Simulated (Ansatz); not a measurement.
# ZnInGaO4: the cost of one run

Computed with Ansatz 0.2.0 (DFT PBE, scalar-relativistic, plane waves, PAW, unless a step's input says otherwise).

1 further run of the same task is left out (set aside as unsound or not needed).

## (1) Starting point

The structure is trigonal, space group R3m (No. 160). The conventional cell has a = 3.356 Å, b = 3.356 Å, c = 26.111 Å, α = 90.00°, β = 90.00°, γ = 120.00°. Zn (site symmetry 3m) has 4 O at 2.00 to 2.02 Å as nearest neighbours. In (site symmetry 3m) has 6 O at 2.22 Å as nearest neighbours. Around Ga (site symmetry 3m) lie 5 O at 1.94 to 2.00 Å. O (site symmetry 3m) has 1 Zn at 2.00 Å and 3 In at 2.22 Å as nearest neighbours. O (site symmetry 3m) is surrounded by 1 Ga at 1.98 Å and 3 In at 2.22 Å. O (site symmetry 3m) has 3 Ga at 1.94 Å as nearest neighbours. O (site symmetry 3m) has 1 Ga at 2.00 Å and 3 Zn at 2.02 Å as nearest neighbours.

Coordinates:

```
CELL_PARAMETERS angstrom
1.67809 0.96884 8.70377
-1.67809 0.96884 8.70377
0.00000 -1.93769 8.70377
ATOMIC_POSITIONS crystal
Zn 0.21881 0.21881 0.21881
In 0.00308 0.00308 0.00308
Ga 0.78705 0.78705 0.78705
O 0.29527 0.29527 0.29527
O 0.71123 0.71123 0.71123
O 0.12104 0.12104 0.12104
O 0.86353 0.86353 0.86353
```

It goes back to an entry of the Materials Project, which need not be the stable form.

This cell was relaxed beforehand with the same method: volume 12.13 Å³/atom, gap on the mesh 1.11 eV.

## (2) The cell scaled to 0.97 of its volume

The input, input.yaml:

```yaml
crystal:
  lattice:
    - [1.6611355439, 0.9590570534, 8.6158509216]
    - [-1.6611355439, 0.9590570534, 8.6158509216]
    - [0.0, -1.9181141068, 8.6158509216]
  atoms:
    - { symbol: Zn, position: [0.2188058433, 0.2188058433, 0.2188058433] }
    - { symbol: In, position: [0.0030766891, 0.0030766891, 0.0030766891] }
    - { symbol: Ga, position: [0.7870516785, 0.7870516785, 0.7870516785] }
    - { symbol: O, position: [0.2952710205, 0.2952710205, 0.2952710205] }
    - { symbol: O, position: [0.7112323881, 0.7112323881, 0.7112323881] }
    - { symbol: O, position: [0.1210362601, 0.1210362601, 0.1210362601] }
    - { symbol: O, position: [0.8635271204, 0.8635271204, 0.8635271204] }
basis:
  ecutwfc: 420
kpoints:
  mp_grid: { grid: [12, 12, 12] }
hamiltonian:
  xc: pbe
scf:
  occupations: { method: gaussian, width: 0.02 }
output:
  forces: true
  stress: true
  eigenvalues: true
relax:
  adjacent_minimum: "off"
  f_tol: 0.01
  max_steps: 30
  cell: { stress_tol: 0.1, fix: [volume] }
```

Launch:

```sh
$ ansatz run input.yaml --threads 2 --pin off --max-ram 5120MiB --backend cpu --events-out ev --progress --plain --runs-dir out
```

Q: Estimate wall time and peak memory on 2 threads of Intel Xeon at 2.70GHz, shared host.

About 2 min, with a peak of 0.77 GiB.
